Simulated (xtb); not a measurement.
**CH5FOSi2 at GFN2-xTB (hydrogen mass 1 u, md dump 20 fs, md temperature 500 K, md time 0.2 ps)**

We compute molecular dynamics of CH5FOSi2. 

Program for the calculation: xtb 6.7.1.

5 further runs of the same task are left out: 2 that didn't finish, 3 set aside as unsound or not needed.

## (1) The system as given

CH5FOSi2: 10 atoms, total charge 0, spin state singlet. Geometry: optimised at GFN2-xTB. The run starts from this shape.

Bond lengths: F1–C2 1.425 Å, C2–Si3 1.959 Å, Si3–O4 2.067 Å, O4–Si5 1.526 Å, C2–H6 1.092 Å, C2–H7 1.092 Å, Si3–H8 1.487 Å, Si5–H9 1.449 Å, Si5–H10 1.449 Å. Some angles: F1–C2–Si3 112.6°, C2–Si3–O4 89.7°, Si3–O4–Si5 123.4°, F1–C2–H6 105.8°, F1–C2–H7 104.4°, Si3–C2–H6 112.3°, Si3–C2–H7 113.0°, C2–Si3–H8 95.2°, O4–Si3–H8 89.9°, O4–Si5–H9 120.1°.

## (2) A short trajectory at GFN2-xTB (hydrogen mass 1 u, md dump 20 fs, md temperature 500 K, md time 0.2 ps)

The input, .CHRG:

```
0
```

The input, .UHF:

```
0
```

The input, detailed.inp:

```
$md
   temp=500
   time=0.2
   step=0.25
   dump=20
   hmass=1
   shake=0
   nvt=false
$end
```

The input, struc.xyz:

```xyz
10

F     -0.42566    -0.40178     1.07409
C     -0.26455    -1.37061     0.04190
Si    -0.26118    -0.57295    -1.74725
O      0.77740     1.05379    -1.00801
Si     0.70070     1.51019     0.44642
H     -1.07940    -2.08555     0.17560
H      0.67312    -1.87367     0.28600
H     -1.53981     0.16546    -1.56701
H      1.79394     1.22957     1.35484
H     -0.37456     2.34555     0.94340
```

The run is started by

```console
$ xtb struc.xyz --gfn 2 --md --input detailed.inp > xtb.out
```

Q: Predict the results. Wanted: potential energy of the last frame.

Computed results:

Level: GFN2-xTB (hydrogen mass 1 u, md dump 20 fs, md temperature 500 K, md time 0.2 ps).

```
                          quantity         value
potential energy of the last frame  -16.88906 Eh
```
